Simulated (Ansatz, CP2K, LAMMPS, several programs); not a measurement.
Energy against volume for SiC (P6_3mc) from a database of computed structures, at fixed shape and fractional coordinates, computed by several methods (PBE and r2SCAN, where shown, with plane waves in Ansatz); the cell shown is that of r2SCAN. With free coordinates or axes held, a curve is too stiff, and on another method's shape its minimum isn't the method's own volume. The symmetry is P6_3mc (No. 186, hexagonal); a = 3.075 Å, c = 5.048 Å in the conventional setting, 10.34 Å³ an atom. Around Si lie 4 C at 1.88–1.90 Å; around C lie 4 Si at 1.88–1.90 Å. Spin-unpolarised throughout; all numbers are computed. Energies count from each curve's lowest point; fits are third-order Birch-Murnaghan.

```yaml
crystal:
  lattice:
    - [3.07536, 0.00000, 0.00000]
    - [-1.53768, 2.66334, 0.00000]
    - [0.00000, 0.00000, 5.04811]
  atoms:
    - { symbol: Si, position: [0.33333, 0.66667, 0.49959] }
    - { symbol: Si, position: [0.66667, 0.33333, 0.99959] }
    - { symbol: C, position: [0.33333, 0.66667, 0.87541] }
    - { symbol: C, position: [0.66667, 0.33333, 0.37541] }
```

SiC.vashishta (LAMMPS), on the shape of its own relaxed cell:
```csv
V (Å³/atom),E (meV/atom)
9.562,31.45
9.867,7.29
10.172,0.00
10.477,6.35
10.783,23.02
```
V₀ = 10.17 Å³ an atom and B₀ = 234 GPa.

Problem. PBE/SZV (CP2K), on the shape of the cell shown, gives

| V (Å³/atom) | E (meV/atom) |
| --- | --- |
| 9.096 | 361.87 |
| 9.717 | 165.19 |
| 10.337 | 51.59 |
| 10.957 | 1.45 |
| 11.577 | 0.00 |

What equilibrium volume and bulk modulus follow?

Solution. V₀ = 11.28 Å³ an atom and B₀ = 199 GPa. The lowest point lies at an end of the range, so the fit is barely bracketed.

PBE/DZVP (CP2K), on the shape of the cell shown:
```csv
V (Å³/atom),E (meV/atom)
9.096,147.41
9.717,38.76
10.337,0.00
10.957,13.59
11.577,66.39
```
V₀ = 10.46 Å³ an atom and B₀ = 214 GPa.

SiCGe.tersoff (LAMMPS), on the shape of its own relaxed cell:
```tsv
V (Å³/atom)	E (meV/atom)
9.480	41.44
9.783	6.69
10.085	0.00
10.388	6.04
10.690	22.99
```
The points scatter about the fit by more than 0.3 meV an atom, so no fit is quoted.

PBE, on the shape of its own relaxed cell:
```
V (Å³/atom)  E (meV/atom)
      9.873         27.86
     10.188          6.63
     10.503          0.00
     10.818          6.01
     11.133         22.86
```
V₀ = 10.50 Å³ an atom and B₀ = 213 GPa.
